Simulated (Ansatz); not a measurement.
# ZnS: the cost of one run

Program: Ansatz 0.2.0. Level of theory: DFT LDA, all-electron LAPW, scalar-relativistic unless said. These are calculated values, not measurements.

The COD entry's cell or inner coordinates are ideal or old and differ from later refinements, so a difference from it is no clean test against experiment.

1 further run of the same task is left out (set aside as unsound or not needed).

## (1) The system as given

It takes space group F-43m (No. 216, cubic). The conventional cell has a = 5.297 Å, b = 5.297 Å, c = 5.297 Å, α = 90.00°, β = 90.00°, γ = 90.00°. Zn (site symmetry -43m) is surrounded by 4 S at 2.29 Å. Around S (site symmetry -43m) lie 4 Zn at 2.29 Å.

Coordinates:

```
CELL_PARAMETERS angstrom
0.00000 2.64847 2.64847
2.64847 0.00000 2.64847
2.64847 2.64847 0.00000
ATOMIC_POSITIONS crystal
Zn 0.75000 0.75000 0.75000
S 0.00000 0.00000 0.00000
```

Cartesian axes are those of the input's lattice vectors. The structure goes back to a database entry.

## (2) Reference run, LAPW

input.yaml

```yaml
crystal:
  lattice:
    - [0.0, 2.64846870841, 2.64846870841]
    - [2.64846870841, 0.0, 2.64846870841]
    - [2.64846870841, 2.64846870841, 0.0]
  atoms:
    - { symbol: Zn, position: [0.75, 0.75, 0.75] }
    - { symbol: S, position: [0.0, 0.0, 0.0] }
kpoints:
  mp_grid: { grid: [6, 6, 6] }
scf:
  occupations: { method: fixed }
hamiltonian:
  xc: lda
  pseudopotentials: { kind: all_electron, lapw: { basis_error: 0.0005 } }
phonons:
  qmesh: [2, 2, 2]
  qpath:
    path:
      - [0.0, 0.0, 0.0]
      - [-0.5, -0.5, 0.0]
      - [-0.375, -0.375, 0.25]
      - [-0.375, 0.0, 0.375]
      - [0.0, 0.0, 0.0]
      - [0.0, 0.0, 0.5]
      - [-0.5, -0.25, 0.25]
      - [-0.5, -0.5, 0.0]
    npoints: 6
  temperatures: { t_min: 0, t_max: 1000, t_step: 100 }
```

Command:

```console
> ansatz run input.yaml --threads 2 --pin off --max-ram 5120MiB --backend cpu --events-out ev --progress --plain --runs-dir out
```

What time and memory should one allow on 2 threads of Arm Neoverse V1, shared host?

About 4.7 min, with a peak of 0.64 GiB.
